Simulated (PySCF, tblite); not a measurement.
**Al2GeH4O6, a small gas-phase stand-in for a defect centre: NMR shifts, core binding energies and electronic excitations**

What NMR shifts, core binding energies and electronic excitations should one expect for `[OH][Al]([OH])[O][Ge][O][Al]([OH])[OH]`? It is drawn as: twofold Ge.

Programs: tblite 0.8.0 and PySCF 2.14.0. All values are calculated, for the isolated system unless a continuum is named. Atoms count from 0, parts from 1.

## 1. The system as given

13 atoms, charge 0, multiplicity 1; geometry: distance geometry start.

## 2. Geometry optimisation with GFN2-xTB

Job settings and geometry (Å):

```
{"job": {"kind": "relax", "xc": "GFN2-xTB", "basis": "xTB"}, "charge": 0, "multiplicity": 1}
Ge    -1.751614     0.686135    -1.572920
O     -2.673885    -0.223112    -0.227365
Al    -2.936758     0.399202     1.519760
O     -3.347059     2.221434     1.662643
O     -1.827522    -0.294329     2.826618
O     -0.587578     1.406869    -2.802167
Al     1.303438     1.419057    -2.669650
O      2.226548     0.375533    -3.894322
O      1.970789     1.370191    -0.904772
H     -3.011571     2.916782     1.064157
H     -0.832761    -0.235916     2.812183
H      1.790172    -0.175449    -4.612483
H      2.327514     2.125461    -0.432771
```

With the program's defaults for keys left out, this is: GFN2-xTB geometry optimisation, gas phase.

On the command line:

```bash
$ OMP_NUM_THREADS=1 python cluster_run.py task.json out
```

The driver reads the jobs from task.json and runs them one after another.

**Question.** The jobs that follow are: PBE0-D3(BJ)/def2-SVP geometry optimisation, gas phase; GIAO PBE0/pcSseg-1 NMR shielding, non-relativistic, gas phase; delta-SCF UKS SCAN, pcX-2 on the ionised atom, pcseg-1 elsewhere, spin-free X2C; TDDFT CAM-B3LYP/def2-SVPD, vertical, gas phase, core orbitals frozen in the response. Predict: point group; rotational constants (main isotopes); ¹H shifts against TMS (PBE0/pcSseg-1); ⁷³Ge shifts against GeMe4 (PBE0/pcSseg-1); ¹⁷O shifts against H2O (PBE0/pcSseg-1); ²⁷Al shifts against AlH4- (PBE0/pcSseg-1); O1s binding energies, SCAN/pcX-2 (standing for 4 of 6 atoms); Al2p binding energies, SCAN/pcX-2 (standing for 1 of 2 atoms); lowest singlet (CAM-B3LYP/def2-SVPD); brightest single state of those computed; lowest triplet; vertical ionisation energy (ΔSCF); vertical electron affinity (ΔSCF).

**Answer**, as computed:

| quantity | value |
| --- | --- |
| point group | C1 |
| rotational constants (main isotopes) | 0.89, 0.76, 0.47 GHz |
| ¹H shifts against TMS (PBE0/pcSseg-1) | 2.75, 1.75, 0.46, 0.32 ppm |
| ⁷³Ge shifts against GeMe4 (PBE0/pcSseg-1) | 86 ppm |
| ¹⁷O shifts against H2O (PBE0/pcSseg-1) | 280.1, 215.3, 41.8, 13.1, 11.6, 10.6 ppm |
| ²⁷Al shifts against AlH4- (PBE0/pcSseg-1) | 12.3, -9.7 ppm |
| O1s binding energies, SCAN/pcX-2 (standing for 4 of 6 atoms) | O4 537.18, O3 537.11, O5 537.05, O1 536.42 eV |
| Al2p binding energies, SCAN/pcX-2 (standing for 1 of 2 atoms) | Al2 79.93 eV |
| lowest singlet (CAM-B3LYP/def2-SVPD) | 5.14 eV (241 nm), f = 0.074 |
| brightest single state of those computed | state 3, 6.05 eV, f = 0.134 |
| lowest triplet | 3.50 eV |
| vertical ionisation energy (ΔSCF) | 9.93 eV |
| vertical electron affinity (ΔSCF) | 0.07 eV |

What this shows: On relaxing, metal atoms bound new neighbours (Al2–O8). The start of the PBE0/def2-SVP relaxation was shaken at random by about 0.01 Å, so part of the energy gained, and of the first lengths quoted, undoes that. Over 29 steps the energy fell by 0.454 eV; of the close pairs, Al2–O3 changed most, 1.660 to 1.719 Å (PBE0/def2-SVP). At PBE0/pcSseg-1: The largest span, 896 ppm, is at Ge0, where the paramagnetic term is -1510 ppm. At SCAN/pcX-2: O4 (oxygen bonded to Al, H) binds its O1s electron 0.75 eV more tightly than O1 (oxygen bonded to Al, Ge). Only 4 of the 6 O atoms are covered by sound results. The first singlet state (HOMO→LUMO+1 0.49, HOMO→LUMO 0.45) lies at 5.14 eV and is bright; of the 6 states computed, the strongest absorption comes from state 3 at 6.05 eV. The lowest triplet lies 1.64 eV below the lowest singlet (triplets in Tamm-Dancoff, singlets in full TDDFT). ΔSCF puts the ionisation energy at 9.93 eV, 0.92 eV above −ε(HOMO). Spin-orbit coupling is left out, which matters for shieldings and couplings at and beside the heavy atoms. A capped cluster stands for the solid here, so long-range fields and strain are missing, and bands or shifts of the capping hydrogens have no counterpart in it.
